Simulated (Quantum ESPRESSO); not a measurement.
# WS in Quantum ESPRESSO: the effect of functional

Crystal: WS.

```
W S
1.0
     3.44485    0.00000    0.00000
     0.00000    3.44485    0.00000
     0.00000    0.00000    3.44485
W S
1 1
Direct
  0.50000 0.50000 0.50000
  0.00000 0.00000 0.00000
```

The cell was built by a generator and needn't be a form met in nature.

Alike in all runs:

```yaml
Program: Quantum ESPRESSO 7.5
Task: phonons
Cutoff: 762 eV
Density_cutoff: 6095 eV
k_mesh: 6 × 6 × 6, shifted
Occupations: fermi-dirac, width 0.05 eV
Spin: no spin polarisation
```

Each run relaxes the cell or the atoms first.

| functional | potentials or basis | relaxed volume (Å³/atom) | highest phonon frequency (cm⁻¹) |
| --- | --- | --- | --- |
| LDA | GBRV 1.5 LDA | 13.02 | 220 |
| PBE | GBRV 1.5 PBE | 13.64 | 195 |
| PBEsol | GBRV 1.5 PBEsol | 13.21 | 216 |
| WC | GBRV 1.5 PBE | 13.34 | 209 |
| AM05 | GBRV 1.5 PBE | 13.11 | 222 |
| PW91 | GBRV 1.5 PBE | ? | ? |
| vdW-DF-cx | GBRV 1.5 PBE | 13.34 | 216 |

Problem. What does the run with functional PW91 give?

Solution. Relaxed volume 13.70 Å³/atom; highest phonon frequency 189 cm⁻¹.

Caveats: the mesh is thin for the phonons of a metal; the volume moved by over 15 % at a fixed basis, so the end points are rough; the potentials were made for another functional, which shifts forces and pressure (some runs).
